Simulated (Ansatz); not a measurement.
# CaIn2Cu: where the electrons are

Aim: see in CaIn2Cu how the density differs from that of free atoms, which states sit where, how expansion changes the bonding charge, how the density follows a moved atom and where an added electron goes. The geometry is as listed and is not relaxed.

Program: Ansatz 0.2.0. Level of theory: DFT LDA, scalar-relativistic, plane waves, PAW. These are calculated values, not measurements.

## (1) The structure to begin with

It takes space group Cmcm (No. 63, orthorhombic). Conventional cell: a = 4.442 Å, b = 10.680 Å, c = 7.449 Å, α = 90.00°, β = 90.00°, γ = 90.00°. Ca (site symmetry m2m) has 3 Cu at 2.98 to 3.24 Å and 4 In at 3.25 Å as nearest neighbours. In (site symmetry m) has 3 Cu at 2.73 to 2.78 Å and 2 In at 2.98 to 3.10 Å as nearest neighbours. Cu (site symmetry m2m) is surrounded by 6 In at 2.73 to 2.78 Å and 1 Ca at 2.98 Å.

Coordinates:

```cif
data_structure
_symmetry_space_group_name_H-M 'P 1'
_symmetry_Int_Tables_number 1
_cell_length_a 4.4420
_cell_length_b 5.7835
_cell_length_c 7.4490
_cell_angle_alpha 90.000
_cell_angle_beta 90.000
_cell_angle_gamma 112.583
_cell_volume 176.69
loop_
_atom_site_label
_atom_site_type_symbol
_atom_site_fract_x
_atom_site_fract_y
_atom_site_fract_z
_atom_site_occupancy
Ca1 Ca 0.93300 0.86600 0.25000 1
Ca2 Ca 0.06700 0.13400 0.75000 1
In1 In 0.64100 0.28200 0.05000 1
In2 In 0.35900 0.71800 0.55000 1
In3 In 0.35900 0.71800 0.95000 1
In4 In 0.64100 0.28200 0.45000 1
Cu1 Cu 0.21200 0.42400 0.25000 1
Cu2 Cu 0.78800 0.57600 0.75000 1
```

The structure comes from the Crystallography Open Database.

## (2) Self-consistent density

Contents of input.yaml:

```yaml
crystal:
  lattice:
    - [-4.442, 0.0, 0.0]
    - [2.221, -5.34, 0.0]
    - [0.0, 0.0, 7.449]
  atoms:
    - { symbol: Ca, position: [0.933, 0.866, 0.25] }
    - { symbol: Ca, position: [0.067, 0.134, 0.75] }
    - { symbol: In, position: [0.641, 0.282, 0.05] }
    - { symbol: In, position: [0.359, 0.718, 0.55] }
    - { symbol: In, position: [0.359, 0.718, 0.95] }
    - { symbol: In, position: [0.641, 0.282, 0.45] }
    - { symbol: Cu, position: [0.212, 0.424, 0.25] }
    - { symbol: Cu, position: [0.788, 0.576, 0.75] }
basis:
  ecutwfc: 420
  fft_grid_basis: typed
kpoints:
  mp_grid: { grid: [8, 8, 6] }
hamiltonian:
  xc: lda
  pseudopotentials: { kind: paw }
scf:
  occupations: { method: gaussian, width: 0.05 }
output:
  forces: true
  stress: true
  eigenvalues: true
  bader: true
  write_density: true
  volumetric_format: npy
  elf: true
```

Launch:

```console
> ansatz run input.yaml --threads 2 --pin off --max-ram 4096MiB --backend cpu --events-out ev --progress --plain --runs-dir out
```

## (4) Densities by energy window

The windows are set from the levels of the base run, in eV from its Fermi level.

input.yaml, as its differences from that of step 2:

```diff
@@ -24,9 +24,28 @@
   occupations: { method: gaussian, width: 0.05 }
+  n_extra_bands: 8
 output:
   forces: true
-  stress: true
+  stress: false
   eigenvalues: true
-  bader: true
-  write_density: true
+  bader: false
+  write_density: false
   volumetric_format: npy
-  elf: true
+  band_densities:
+    - { e_range: [-0.25, 0.25] }
+    - { e_range: [-1.2, 0.0] }
+    - { e_range: [0.0, 1.2] }
+    - { e_range: [-9.02, -6.0] }
+    - { e_range: [-6.0, -3.0] }
+    - { e_range: [-14.64, -14.05] }
+    - { e_range: [-22.23, -22.07] }
+  dos:
+    e_range: [-30, 8]
+    de: 0.02
+    method: { smearing: { sigma: 0.03, scheme: gaussian } }
+    projected: { site_lists: { Ca: [Ca], Cu: [Cu], In: [In] } }
+checkpoint:
+  read: start.run
+  write: ck
+  compress: false
+  write_wavefunctions: false
+  write_every: 100000
```

## (5) The cell at 120 % of its volume

Fractional coordinates and the k mesh are kept.

input.yaml, as its differences from that of step 2:

```diff
@@ -2,5 +2,5 @@
   lattice:
-    - [-4.442, 0.0, 0.0]
-    - [2.221, -5.34, 0.0]
-    - [0.0, 0.0, 7.449]
+    - [-4.7203293643, 0.0, 0.0]
+    - [2.3601646822, -5.6745967594, 0.0]
+    - [0.0, 0.0, 7.9157436818]
   atoms:
```

## (6) Moving Ca1 by 0.15 Å

The shift is (-0.074, 0.027, -0.128) Å; all periodic copies of the atom move with it.

input.yaml, as its differences from that of step 2:

```diff
@@ -6,3 +6,3 @@
   atoms:
-    - { symbol: Ca, position: [0.933, 0.866, 0.25] }
+    - { symbol: Ca, position: [0.9470903137, 0.8609406804, 0.2328501705] }
     - { symbol: Ca, position: [0.067, 0.134, 0.75] }
@@ -31,2 +31 @@
   volumetric_format: npy
-  elf: true
```

## (7) Adding 0.2 electron a cell

A uniform background keeps the cell neutral, and the atoms stay fixed.

input.yaml, as its differences from that of step 2:

```diff
@@ -14,2 +14,3 @@
     - { symbol: Cu, position: [0.788, 0.576, 0.75] }
+total_charge: -0.2
 basis:
@@ -31,2 +32 @@
   volumetric_format: npy
-  elf: true
```

(Steps that only read results are left out.)

Before running it: what results should come out? Wanted: gap on the mesh; pressure; Bader charges; the states at the Fermi level; at 120 % volume; stiffness against the shift of Ca1.

**Answer**, as computed:

| quantity | value |
| --- | --- |
| gap on the mesh | none (metal) |
| pressure | -4.3 GPa |
| Bader charges | Ca +1.25, In -0.31, Cu -0.62 e |
| the states at the Fermi level | In 5p (75 %) and In 5s (15 %) |
| at 120 % volume | -9.5 GPa, gap none (metal), Bader Ca +1.29, In -0.36, Cu -0.58 e |
| stiffness against the shift of Ca1 | 3.2 eV/Å² |

**Reading.** Cu–In goes from 2.73 to 2.90 Å with the volume, and the deformation density at its midpoint from +0.04 to +0.03 e/Å³. In space (atomic cells sized by Bader volumes, not orbital character) the change of density that the added electron brings, screening included, divides as In about 55 %, Ca about 20 % and Cu about 20 %; this need not match the band edge's orbital character.
